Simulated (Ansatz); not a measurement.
Write a Python script for the Python package of Ansatz (0.2.0) that makes harmonic frequencies at the relaxed geometry of AlBF2H2OSi, SMILES F[Si]1(F)O[BH][AlH]1. Level of theory (for the species named): B3LYP, def2-SVP basis, multiplicity 1.

```yaml
atoms:
  - { symbol: F, position_ang: [-1.3502, -1.6999, 0.8892] }
  - { symbol: Si, position_ang: [-0.0371, -0.6695, 0.9355] }
  - { symbol: F, position_ang: [1.0086, -1.0558, 2.1615] }
  - { symbol: O, position_ang: [-0.3857, 1.0018, 0.9553] }
  - { symbol: B, position_ang: [-0.3970, 1.4196, -0.4847] }
  - { symbol: Al, position_ang: [0.8841, -0.1501, -1.0259] }
  - { symbol: H, position_ang: [-1.1321, 1.9941, -1.1689] }
  - { symbol: H, position_ang: [1.5014, -0.8974, -2.3178] }
```

`freq_albf2h2osi.py`:
```python
"""Harmonic frequencies of AlBF2H2OSi at its relaxed geometry."""

import itertools

import ansatz
from ase.data import atomic_numbers, covalent_radii
import numpy as np


def main() -> None:
    geometry_ang = [
        ("F", (-1.3502, -1.6999, 0.8892)),
        ("Si", (-0.0371, -0.6695, 0.9355)),
        ("F", (1.0086, -1.0558, 2.1615)),
        ("O", (-0.3857, 1.0018, 0.9553)),
        ("B", (-0.397, 1.4196, -0.4847)),
        ("Al", (0.8841, -0.1501, -1.0259)),
        ("H", (-1.1321, 1.9941, -1.1689)),
        ("H", (1.5014, -0.8974, -2.3178)),
    ]
    molecule = ansatz.Crystal.molecule()
    for symbol, xyz in geometry_ang:
        molecule = molecule.atom(symbol, xyz)

    model = molecule.calculation()
    model = model.basis(gaussian="def2-SVP")
    model = model.functional("B3LYP")
    symbols = [site.symbol for site in molecule.cartesian_sites]
    start = np.array([site.position_ang for site in molecule.cartesian_sites], dtype=float)
    report = model.relax(force_tolerance=0.003).run(threads=1, pin="off").report
    end = np.array(report["positions_ang"])

    # pairs closer than 1.2 times the sum of covalent radii, before or after
    radius = [covalent_radii[atomic_numbers[s]] for s in symbols]
    span = lambda where, i, j: np.linalg.norm(where[i] - where[j])
    bonded = [(i, j) for i, j in itertools.combinations(range(len(symbols)), 2) if min(span(start, i, j), span(end, i, j)) < 1.2 * (radius[i] + radius[j])]
    print("pair        before    after (A)")
    for i, j in bonded:
        print(f"{symbols[i]}{i}-{symbols[j]}{j}".ljust(10), f"{span(start, i, j):8.4f} {span(end, i, j):8.4f}")
    for first, second in list(itertools.combinations(bonded, 2)):
        shared = set(first) & set(second)
        if shared and symbols[(j := shared.pop())] != "H":
            i, k = sorted((set(first) | set(second)) - {j})
            u, v = end[i] - end[j], end[k] - end[j]
            angle = np.degrees(np.arccos(np.clip(u @ v / np.linalg.norm(u) / np.linalg.norm(v), -1, 1)))
            print(f"final angle {symbols[i]}{i}-{symbols[j]}{j}-{symbols[k]}{k}: {angle:.2f} deg")

    # frequencies need a stationary point, so they are taken at the relaxed geometry
    minimum = ansatz.Crystal.molecule()
    for symbol, place in zip(symbols, end):
        minimum = minimum.atom(symbol, place.tolist())
    vibrating = minimum.calculation()
    vibrating = vibrating.basis(gaussian="def2-SVP")
    vibrating = vibrating.functional("B3LYP")
    vibrating = vibrating.phonons(temperatures=(100, 500, 100))
    vib = vibrating.run(threads=1, pin="off").report["vibrations"]
    sums = vib["harmonic_sums"]
    modes = [m["omega_inv_cm"] for m in sums["modes_at_gamma"] if m["rigid_motion"] == "no"]
    print("frequencies (1/cm):", " ".join(f"{w:.0f}" for w in modes))
    print("imaginary modes:", sum(w < 0 for w in modes), " zero-point energy:", round(sums["zero_point_energy_ev"], 4), "eV")
    print("T (K)   F_vib (eV)   S_vib (meV/K)   C_vib (meV/K)")
    for row in zip(sums["temperatures_k"], sums["vibrational_free_energy_ev"], vib["entropy_ev_per_k"], vib["heat_capacity_ev_per_k"]):
        print(f"{row[0]:6.1f} {row[1]:11.4f} {1000 * row[2]:13.4f} {1000 * row[3]:15.4f}")

    # all hydrogen replaced by deuterium
    heavier = vibrating.phonons(masses={"H": 2.014102}).run(threads=1, pin="off").report["vibrations"]["harmonic_sums"]
    print("deuterated (1/cm):", " ".join(f"{m['omega_inv_cm']:.0f}" for m in heavier["modes_at_gamma"] if m["rigid_motion"] == "no"))
    print("zero-point energy falls by", round(sums["zero_point_energy_ev"] - heavier["zero_point_energy_ev"], 4), "eV")


if __name__ == "__main__":
    main()
```

```console
$ python freq_albf2h2osi.py
pair        before    after (A)
F0-Si1       1.6698   1.6224
Si1-F2       1.6570   1.6224
Si1-O3       1.7074   1.7378
Si1-Al5      2.2283   2.4634
O3-B4        1.4994   1.3566
B4-Al5       2.0972   2.1825
B4-H6        1.1570   1.2071
Al5-H7       1.6151   1.5860
final angle F0-Si1-F2: 104.72 deg
final angle F0-Si1-O3: 105.80 deg
final angle F0-Si1-Al5: 125.88 deg
final angle F2-Si1-O3: 105.80 deg
final angle F2-Si1-Al5: 125.87 deg
final angle O3-Si1-Al5: 79.87 deg
final angle Si1-O3-B4: 113.14 deg
final angle Si1-Al5-B4: 67.48 deg
final angle Si1-Al5-H7: 138.36 deg
final angle O3-B4-Al5: 99.51 deg
final angle O3-B4-H6: 120.19 deg
final angle Al5-B4-H6: 140.30 deg
final angle B4-Al5-H7: 154.16 deg
frequencies (1/cm): 82 145 228 276 289 388 406 422 494 595 688 732 885 925 1062 1266 1928 2608
imaginary modes: 0  zero-point energy: 0.8319 eV
T (K)   F_vib (eV)   S_vib (meV/K)   C_vib (meV/K)
 100.0      0.8269        0.1496          0.2575
 200.0      0.7980        0.4336          0.5855
 300.0      0.7402        0.7185          0.8216
 400.0      0.6551        0.9787          0.9847
 500.0      0.5454        1.2114          1.0992
deuterated (1/cm): 80 131 224 257 274 339 356 384 440 531 597 649 860 891 925 1252 1391 1935
zero-point energy falls by 0.118 eV
```

Reading the output:
- The frequencies are harmonic and unscaled, in a modest basis.
- b3lyp holds the VWN-RPA fit, as in Gaussian; the form of ORCA and Turbomole is b3lyp5.
- The whole script took 5.3 min on 1 thread of Arm Neoverse V2, on a shared host, peak memory 0.3 GiB.
